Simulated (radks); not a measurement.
# The Coulomb parameter U of the 4d shell of Tc²⁺

The task here is to estimate one member of a computed series from the others.

The numbers are computed with radks (a radial shooting solver on a logarithmic mesh, Libxc functionals) version 1 (Dirac Kohn-Sham, PBEsol, spin-unpolarised, spherical densities, finite nucleus; open shells are shared between the two j in proportion to 2j + 1), except any that are marked as measured or tabulated.

## What is computed

```
element            : technetium (Z = 43)
charge             : +2
electrons          : 41
configuration      : [Kr] 4d4 5p1
nuclear rms radius : 4.4112 fm
```

The outer shells:

Tc²⁺
```
[Kr] core
4d [↑ ][↑ ][↑ ][↑ ][  ]
5p [↑ ][  ][  ]
```

The first run:

Settings of this run:

```text
Z 43
configuration [Kr] 4d4 5p1
relativity Dirac
functional pbe_sol,pbe_sol
spin unpolarised
j_filling average
nucleus finite rms 4.4112 fm
c 137.035999084
```

Steps of the session up to this table: Start: [Kr] 4d4 5p1.

One table of the session follows, with a row left open; its other results are not shown here.

It belongs to the step «Start: [Kr] 4d4 5p1». Radial moments (bohr):

| level | <r> | outermost maximum (interpolated) | 90 % within | nodes |
| --- | --- | --- | --- | --- |
| 3d5/2 | ? | ? | ? | ? |
| 4s1/2 | 1.052 | 0.948 | 1.53 | 3 |
| 4p1/2 | 1.140 | 1.00 | 1.68 | 2 |
| 4p3/2 | 1.169 | 1.03 | 1.73 | 2 |
| 4d3/2 | 1.540 | 1.23 | 2.40 | 1 |
| 4d5/2 | 1.553 | 1.24 | 2.42 | 1 |
| 5p1/2 | 3.204 | 2.85 | 4.64 | 3 |
| 5p3/2 | 3.270 | 2.92 | 4.73 | 3 |

Q: Estimate the row for 3d5/2 from the others.

As computed: <r>: 0.4005; outermost maximum (interpolated): 0.312; 90 % within: 0.639; nodes: 0. In the column «<r>» it is the lowest.
